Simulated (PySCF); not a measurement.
**Zr⁺, Zr²⁺: ionisation energy in def2-TZVP with ECP28**

Each state of zirconium is computed at each level; their differences give the ionisation energy. How far do the methods differ?

Program: PySCF 2.14.0. Level of theory: unrestricted determinants in a Gaussian basis, no spin-orbit coupling in the energies. These are calculated values, not measurements, unless marked.

**1. The system**

* Element: zirconium (Z = 40)
* Basis: def2-TZVP with the def2 core potential (28 electrons) (6s4p3d1f, 40 functions)
* Hamiltonian: scalar relativity through the core potential
* State 1: Zr⁺: [Kr] 4d2 5s1, high-spin 4F determinant
* State 2: Zr²⁺: [Kr] 4d2, high-spin 3F determinant
* Methods: UHF, M06-2X, B3LYP, MP2
* Core shells frozen in the correlated runs: valence: 4s2 4p6 (for Zr⁺)

Outer shells as boxes (Hund's rule):

Zr+ [Kr] 4d2 5s1
```
[Kr] core
4d [↑ ][↑ ][  ][  ][  ]
5s [↑ ]
```

Zr2+ [Kr] 4d2
```
[Kr] core
4d [↑ ][↑ ][  ][  ][  ]
```

The runs were made by one driver on top of PySCF. The scripts below sum up each run's settings (the driver also hands on starting orbitals that pick excited configurations, and frozen orbitals as a list rather than a count), and the logs come from the driver's own runs. The driver starts from symmetry-adapted Hartree-Fock orbitals, holds the occupation by maximum overlap and uses a logarithmic radial grid for functionals, so a plain start would take other cycles.

It was started by

```
$ OMP_NUM_THREADS=1 python atomrun2.py TASK.json OUT
```

The integrals over 40 functions and the set-up took 0.06 s of CPU time.

**2. Zr⁺**

Level: UHF.

The input, input.py:

```python
from pyscf import gto, scf, dft, mp, cc
import basis_set_exchange as bse
txt = bse.get_basis("def2-TZVP", elements=["Zr"], fmt="nwchem", header=False)
cut = txt.index("\nECP")
mol = gto.M(atom="Zr 0 0 0", charge=1, spin=3, symmetry="D2h",
            basis=gto.basis.parse(txt[:cut]),
            ecp={"Zr": gto.basis.parse_ecp(txt[cut:])})
mf = scf.UHF(mol)
mf.irrep_nelec = {'Ag': (3, 1), 'B1g': (1, 0), 'B1u': (1, 1), 'B2u': (1, 1), 'B3u': (1, 1)}
mf.kernel()
```

Level: M06-2X.

Changes to input.py:

```diff
@@ -7,3 +7,3 @@
             ecp={"Zr": gto.basis.parse_ecp(txt[cut:])})
-mf = scf.UHF(mol)
+mf = dft.UKS(mol, xc="M062X")
 mf.irrep_nelec = {'Ag': (3, 1), 'B1g': (1, 0), 'B1u': (1, 1), 'B2u': (1, 1), 'B3u': (1, 1)}
```

Level: B3LYP.

Changes to input.py:

```diff
@@ -7,3 +7,3 @@
             ecp={"Zr": gto.basis.parse_ecp(txt[cut:])})
-mf = dft.UKS(mol, xc="M062X")
+mf = dft.UKS(mol, xc="B3LYP")
 mf.irrep_nelec = {'Ag': (3, 1), 'B1g': (1, 0), 'B1u': (1, 1), 'B2u': (1, 1), 'B3u': (1, 1)}
```

Level: MP2 (valence).

Changes to input.py:

```diff
@@ -7,4 +7,5 @@
             ecp={"Zr": gto.basis.parse_ecp(txt[cut:])})
-mf = dft.UKS(mol, xc="B3LYP")
+mf = scf.UHF(mol)
 mf.irrep_nelec = {'Ag': (3, 1), 'B1g': (1, 0), 'B1u': (1, 1), 'B2u': (1, 1), 'B3u': (1, 1)}
 mf.kernel()
+mp.UMP2(mf, frozen=4).kernel()
```

**3. Zr²⁺**

Level: UHF.

The input, input.py:

```python
from pyscf import gto, scf, dft, mp, cc
import basis_set_exchange as bse
txt = bse.get_basis("def2-TZVP", elements=["Zr"], fmt="nwchem", header=False)
cut = txt.index("\nECP")
mol = gto.M(atom="Zr 0 0 0", charge=2, spin=2, symmetry="D2h",
            basis=gto.basis.parse(txt[:cut]),
            ecp={"Zr": gto.basis.parse_ecp(txt[cut:])})
mf = scf.UHF(mol)
mf.irrep_nelec = {'Ag': (2, 1), 'B1g': (1, 0), 'B1u': (1, 1), 'B2u': (1, 1), 'B3u': (1, 1)}
mf.kernel()
```

Level: M06-2X.

Changes to input.py:

```diff
@@ -7,3 +7,3 @@
             ecp={"Zr": gto.basis.parse_ecp(txt[cut:])})
-mf = scf.UHF(mol)
+mf = dft.UKS(mol, xc="M062X")
 mf.irrep_nelec = {'Ag': (2, 1), 'B1g': (1, 0), 'B1u': (1, 1), 'B2u': (1, 1), 'B3u': (1, 1)}
```

Level: B3LYP.

Changes to input.py:

```diff
@@ -7,3 +7,3 @@
             ecp={"Zr": gto.basis.parse_ecp(txt[cut:])})
-mf = dft.UKS(mol, xc="M062X")
+mf = dft.UKS(mol, xc="B3LYP")
 mf.irrep_nelec = {'Ag': (2, 1), 'B1g': (1, 0), 'B1u': (1, 1), 'B2u': (1, 1), 'B3u': (1, 1)}
```

Level: MP2 (valence).

Changes to input.py:

```diff
@@ -7,4 +7,5 @@
             ecp={"Zr": gto.basis.parse_ecp(txt[cut:])})
-mf = dft.UKS(mol, xc="B3LYP")
+mf = scf.UHF(mol)
 mf.irrep_nelec = {'Ag': (2, 1), 'B1g': (1, 0), 'B1u': (1, 1), 'B2u': (1, 1), 'B3u': (1, 1)}
 mf.kernel()
+mp.UMP2(mf, frozen=4).kernel()
```

Q: Predict the outcome of this session.

The runs gave:

```
              quantity                                                 value
ionisation energy, Zr⁺  UHF 12.303, MP2 (valence) 12.491 eV; reference 13.13
```

**Reading.** The methods span 1.018 eV, from UHF (12.303) to B3LYP (13.321). The reference is uncertain or not like for like (spin-orbit coupling or other relativistic terms), so no ranking of close methods is drawn. All values hold for this basis alone; no basis-set limit was taken.
